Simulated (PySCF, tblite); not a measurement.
# C₅H₉B: dynamics, then NMR shifts on frames

Aim: move C₅H₉B (`C#CCB(C)C`) away from its starting geometry and see how NMR shifts follow the geometry.

The runs use tblite 0.8.0 and PySCF 2.14.0, with density-fitted response routines of our own; the level of theory stands in each step. All values are computed, except where a source is named. Atoms are numbered from 0 throughout.

### 1 The starting structure

15 atoms, charge 0, multiplicity 1; geometry from: GFN2-xTB.

Bonds of the start (Å): C0–C1 1.20, C1–C2 1.45, C2–B3 1.59, B3–C4 1.57, B3–C5 1.58, C0–H6 1.05, C2–H7 1.10, C2–H8 1.10, C4–H9 1.09, C4–H10 1.09, C4–H11 1.09, C5–H12 1.09, C5–H13 1.09, C5–H14 1.09.

### 2 Dynamics with GFN2-xTB

What the job is given:

```
{"job": {"kind": "md", "xc": "GFN2-xTB", "basis": "xTB", "temperature": 600, "steps": 2000, "every": 50, "frames": 5}, "charge": 0, "multiplicity": 1}
C      2.979374     0.675505    -0.227070
C      2.020844    -0.040100    -0.182574
C      0.850871    -0.890195    -0.126975
B     -0.550923    -0.151648    -0.244088
C     -0.613232     1.396738    -0.510547
C     -1.870745    -0.996600    -0.071786
H      3.823150     1.297191    -0.265454
H      0.887998    -1.467633     0.803576
H      0.927557    -1.629473    -0.932917
H     -1.619426     1.806225    -0.556361
H     -0.111529     1.637821    -1.447408
H     -0.061229     1.941228     0.255013
H     -2.316493    -0.761893     0.895881
H     -2.623963    -0.734550    -0.813024
H     -1.726669    -2.074626    -0.103832
```

Level: GFN2-xTB Langevin dynamics, gas phase.

The run is started by

```console
> OMP_NUM_THREADS=1 python probes_run.py task.json out
```

This one command runs all jobs of the session in turn.

Output:

```text
t/fs     T/K      E/eV
    0.0   478.5   -447.28633
   25.0   302.4   -446.53487
   50.0   581.0   -446.69248
   75.0   444.3   -446.57141
  100.0   474.7   -446.51648
  125.0   510.9   -446.69141
  150.0   583.5   -446.76506
  175.0   418.3   -446.40377
  200.0   334.4   -446.65947
  225.0   553.7   -446.71663
  250.0   410.3   -446.32918
  275.0   514.3   -446.70634
  300.0   438.1   -446.43392
  325.0   517.7   -446.41748
  350.0   731.8   -446.66837
  375.0   603.5   -446.14989
  400.0   537.8   -446.20919
  425.0   489.6   -446.24350
  450.0   518.0   -446.44752
  475.0   408.6   -446.43583
  500.0   618.2   -446.55900
  525.0   654.4   -446.59685
  550.0   610.6   -446.49519
  575.0   563.5   -446.71619
  600.0   413.2   -446.42061
  625.0   516.4   -446.30422
  650.0   632.9   -446.55791
  675.0   574.8   -446.36013
  700.0   542.1   -446.47557
  725.0   555.5   -446.53374
  750.0   468.1   -446.37475
  775.0   583.0   -446.39858
  800.0   407.3   -446.44350
  825.0   528.3   -446.61193
  850.0   491.0   -446.26907
  875.0   616.7   -446.52752
  900.0   507.9   -446.59247
  925.0   575.8   -446.27820
  950.0   660.5   -446.33814
  975.0   487.9   -446.47342
 1000.0   494.2   -446.54341
```

Wall time 8.9 s (1 thread, shared host).

Distance from the start (root mean square after alignment): 0 fs 0.00 Å, 200 fs 0.70 Å, 400 fs 0.84 Å, 600 fs 1.21 Å, 800 fs 1.20 Å, 1000 fs 0.86 Å.

Positions (Å) and forces (eV/Å) at 1000 fs:

```xyz
15

C     1.927    0.608    2.185   -1.127    0.315    0.315
C     1.573    0.438    1.044    0.234    0.058    0.815
C     1.357   -0.156   -0.237    1.005   -1.195   -0.508
B    -0.049    0.121   -0.888   -0.500    0.552   -0.039
C    -0.707    1.558   -0.631   -0.973   -1.134   -1.000
C    -0.948   -1.072   -1.356   -1.040   -0.612   -0.349
H     1.666    0.865    3.183    0.750    0.049   -0.248
H     1.583   -1.263   -0.002   -0.184    1.296   -1.004
H     2.086    0.279   -0.969   -0.211   -0.620    0.460
H    -0.597    2.364   -1.343    0.009   -0.228   -0.610
H    -0.309    1.982    0.242    0.253    0.372    1.450
H    -1.795    1.349   -0.535    0.602    0.570    0.112
H    -1.410   -1.240   -0.344    0.113   -0.295   -0.839
H    -1.804   -0.962   -2.096    0.990    0.425    0.996
H    -0.472   -2.012   -1.685    0.080    0.449    0.448
```

### 3 Nuclear shieldings: 250 fs, PBE0/pcSseg-1

What the job is given:

```
{"job": {"kind": "nmr", "xc": "PBE0", "basis": "pcSseg-1", "pop": false}, "charge": 0, "multiplicity": 1}
C      2.171100     1.303700    -0.772600
C      1.583700     0.251900    -0.680300
C      0.745600    -0.826600    -0.227000
B     -0.817700    -0.433800    -0.351900
C     -1.056100     1.119600    -0.446700
C     -1.904000    -1.619100    -0.321500
H      2.587000     2.127400    -1.302000
H      0.784600    -1.112500     0.764300
H      1.079800    -1.534400    -1.006100
H     -0.319500     1.752900     0.104600
H     -2.114700     1.373700    -0.232600
H     -0.889900     1.279500    -1.495200
H     -2.209800    -2.000000     0.691100
H     -2.747300    -1.453100    -1.014000
H     -1.303500    -2.328500    -0.818900
```

Level: GIAO PBE0/pcSseg-1 NMR shielding, non-relativistic, gas phase.

Output:

```text
coarse grid: 12096 points
cycle   1  E = -220.2852388384  dE =  5.366e-01  |g| = 5.148e-01  |ddm| = 3.370e+00
cycle   2  E = -220.2908487980  dE = -5.610e-03  |g| = 4.967e-01  |ddm| = 1.178e+00
cycle   3  E = -220.3555211747  dE = -6.467e-02  |g| = 3.804e-02  |ddm| = 6.015e-01
cycle   4  E = -220.3555749632  dE = -5.379e-05  |g| = 3.551e-02  |ddm| = 6.340e-02
cycle   5  E = -220.3558681057  dE = -2.931e-04  |g| = 1.108e-02  |ddm| = 3.074e-02
cycle   6  E = -220.3558977339  dE = -2.963e-05  |g| = 1.661e-03  |ddm| = 9.287e-03
cycle   7  E = -220.3558984344  dE = -7.006e-07  |g| = 2.448e-04  |ddm| = 1.901e-03
final grid: 115600 points
cycle   8  E = -220.3916806934  dE = -3.630e-05  |g| = 7.249e-03  |ddm| = 2.663e-02
cycle   9  E = -220.3916800845  dE =  6.089e-07  |g| = 7.510e-03  |ddm| = 1.371e-02
cycle  10  E = -220.3916942413  dE = -1.416e-05  |g| = 1.148e-03  |ddm| = 6.576e-03
cycle  11  E = -220.3916945535  dE = -3.122e-07  |g| = 3.122e-04  |ddm| = 1.025e-03
cycle  12  E = -220.3916945764  dE = -2.294e-08  |g| = 8.728e-05  |ddm| = 3.174e-04
cycle  13  E = -220.3916945785  dE = -2.009e-09  |g| = 1.087e-05  |ddm| = 1.193e-04
cycle  14  E = -220.3916945785  dE = -3.001e-11  |g| = 2.323e-06  |ddm| = 2.068e-05
converged SCF energy = -220.3916945785

GIAO shielding tensors (ppm)
atom      isotropic    diamagn.    paramagn.     s11        s22        s33       span
  0 C      105.398     263.883    -158.485     29.507     39.709    246.978    217.471
  1 C       86.302     270.848    -184.546    -16.520     -9.945    285.372    301.892
  2 C      164.491     252.683     -88.191    152.237    163.607    177.630     25.392
  3 B        5.946     191.813    -185.867    -68.306    -31.711    117.854    186.160
  4 C      162.061     254.041     -91.980    136.588    167.699    181.896     45.308
  5 C      175.343     254.700     -79.357    154.201    181.643    190.186     35.985
  6 H       29.367      31.510      -2.143     23.933     25.177     38.992     15.060
  7 H       31.340      32.881      -1.541     26.043     31.289     36.689     10.645
  8 H       29.093      29.302      -0.209     21.885     30.235     35.160     13.275
  9 H       28.287      32.284      -3.997     23.182     29.501     32.178      8.996
 10 H       29.669      30.497      -0.828     25.852     28.681     34.473      8.621
 11 H       31.604      32.103      -0.499     26.735     31.864     36.214      9.480
 12 H       29.731      28.774       0.957     26.037     27.353     35.804      9.767
 13 H       30.415      29.316       1.099     26.823     28.380     36.044      9.221
 14 H       31.415      32.196      -0.781     26.465     31.608     36.172      9.707
```

Wall time 13 s (1 thread, shared host).

Shifts follow as δ = σ(reference) − σ, with reference shieldings (ppm) from runs at the same level and on the same kind of geometry: 1H TMS 31.72, 13C TMS 186.9, 11B BF3·OEt2 100.1. The references are single molecules in the gas phase. Each atom is listed at this fixed geometry, with no averaging over motion; a spectrum would average atoms that exchange fast.

| atoms | environment | σ (ppm) | δ (ppm) |
| --- | --- | --- | --- |
| C1 | alkyne carbon | 86.3 | 100.6 |
| C0 | terminal alkyne carbon | 105.4 | 81.5 |
| C4 | methyl carbon bonded to B | 162.1 | 24.9 |
| C2 | propargylic sp3 CH2 bonded to B | 164.5 | 22.4 |
| C5 | methyl carbon bonded to B | 175.3 | 11.6 |
| H9 | hydrogen on a methyl carbon bonded to B | 28.29 | 3.43 |
| H8 | hydrogen on a propargylic sp3 CH2 bonded to B | 29.09 | 2.62 |
| H6 | hydrogen on a terminal alkyne carbon | 29.37 | 2.35 |
| H10 | hydrogen on a methyl carbon bonded to B | 29.67 | 2.05 |
| H12 | hydrogen on a methyl carbon bonded to B | 29.73 | 1.99 |
| H13 | hydrogen on a methyl carbon bonded to B | 30.42 | 1.30 |
| H7 | hydrogen on a propargylic sp3 CH2 bonded to B | 31.34 | 0.38 |
| H14 | hydrogen on a methyl carbon bonded to B | 31.42 | 0.30 |
| H11 | hydrogen on a methyl carbon bonded to B | 31.60 | 0.11 |
| B3 | boron bonded to 3 C | 5.9 | 94.1 |

### 4 NMR shieldings: 425 fs, PBE0/pcSseg-1

What the job is given:

```
{"job": {"kind": "nmr", "xc": "PBE0", "basis": "pcSseg-1", "pop": false}, "charge": 0, "multiplicity": 1}
C      1.944800     1.724500    -0.326300
C      1.675400     0.598500    -0.625600
C      1.173000    -0.721300    -0.451300
B     -0.377000    -0.850300    -0.078700
C     -1.344700     0.453600    -0.073500
C     -1.022000    -2.241700     0.016700
H      2.272800     2.758300    -0.418900
H      1.974600    -1.200400     0.237400
H      1.321300    -1.339000    -1.308400
H     -1.154600     0.786000     0.935200
H     -2.472300     0.116000    -0.100900
H     -1.441400     1.258200    -0.753800
H     -0.737500    -2.873000     0.854200
H     -2.018100    -2.284000    -0.040200
H     -0.729400    -2.920000    -0.761700
```

Method: GIAO PBE0/pcSseg-1 NMR shielding, non-relativistic, gas phase.

Output:

```text
coarse grid: 12096 points
cycle   1  E = -220.2755053854  dE =  5.863e-01  |g| = 5.439e-01  |ddm| = 3.360e+00
cycle   2  E = -220.2769259060  dE = -1.421e-03  |g| = 5.393e-01  |ddm| = 1.234e+00
cycle   3  E = -220.3541026241  dE = -7.718e-02  |g| = 3.521e-02  |ddm| = 6.367e-01
cycle   4  E = -220.3543021262  dE = -1.995e-04  |g| = 2.210e-02  |ddm| = 5.602e-02
cycle   5  E = -220.3543986561  dE = -9.653e-05  |g| = 1.061e-02  |ddm| = 2.081e-02
cycle   6  E = -220.3544261262  dE = -2.747e-05  |g| = 2.265e-03  |ddm| = 8.885e-03
cycle   7  E = -220.3544273804  dE = -1.254e-06  |g| = 2.741e-04  |ddm| = 1.869e-03
final grid: 115600 points
cycle   8  E = -220.3887012829  dE = -3.241e-05  |g| = 7.217e-03  |ddm| = 2.814e-02
cycle   9  E = -220.3886986466  dE =  2.636e-06  |g| = 7.912e-03  |ddm| = 1.276e-02
cycle  10  E = -220.3887141990  dE = -1.555e-05  |g| = 1.503e-03  |ddm| = 6.715e-03
cycle  11  E = -220.3887147528  dE = -5.537e-07  |g| = 2.493e-04  |ddm| = 1.148e-03
cycle  12  E = -220.3887147673  dE = -1.453e-08  |g| = 7.941e-05  |ddm| = 2.842e-04
cycle  13  E = -220.3887147690  dE = -1.694e-09  |g| = 9.966e-06  |ddm| = 1.015e-04
cycle  14  E = -220.3887147690  dE = -2.404e-11  |g| = 2.891e-06  |ddm| = 1.312e-05
converged SCF energy = -220.3887147690

GIAO shielding tensors (ppm)
atom      isotropic    diamagn.    paramagn.     s11        s22        s33       span
  0 C      108.294     261.452    -153.158     33.148     41.696    250.038    216.889
  1 C       93.236     267.467    -174.231     -8.484     -4.935    293.129    301.613
  2 C      166.418     254.357     -87.939    148.482    167.709    183.063     34.581
  3 B       13.456     184.306    -170.850    -43.850    -30.966    115.184    159.034
  4 C      164.018     250.711     -86.693    150.718    158.592    182.745     32.026
  5 C      181.588     248.814     -67.226    160.119    182.996    201.648     41.529
  6 H       29.176      30.364      -1.188     24.012     24.758     38.757     14.745
  7 H       27.249      27.746      -0.497     21.172     28.161     32.416     11.244
  8 H       30.835      30.067       0.768     25.403     30.619     36.483     11.080
  9 H       31.542      31.468       0.074     27.125     30.855     36.647      9.521
 10 H       28.745      28.888      -0.143     24.795     28.270     33.172      8.376
 11 H       30.150      32.119      -1.968     25.393     29.964     35.094      9.701
 12 H       31.024      29.068       1.956     27.171     28.724     37.178     10.006
 13 H       33.173      33.164       0.009     28.571     32.198     38.750     10.179
 14 H       31.595      29.826       1.769     27.339     30.044     37.402     10.063
```

It took 12 s on 1 thread, shared host.

Key values: δ C1 93.7, C0 78.6, C4 22.9, C2 20.5, H7 4.47, H10 2.97 ppm.

(Part 1 of 2 ends here.)
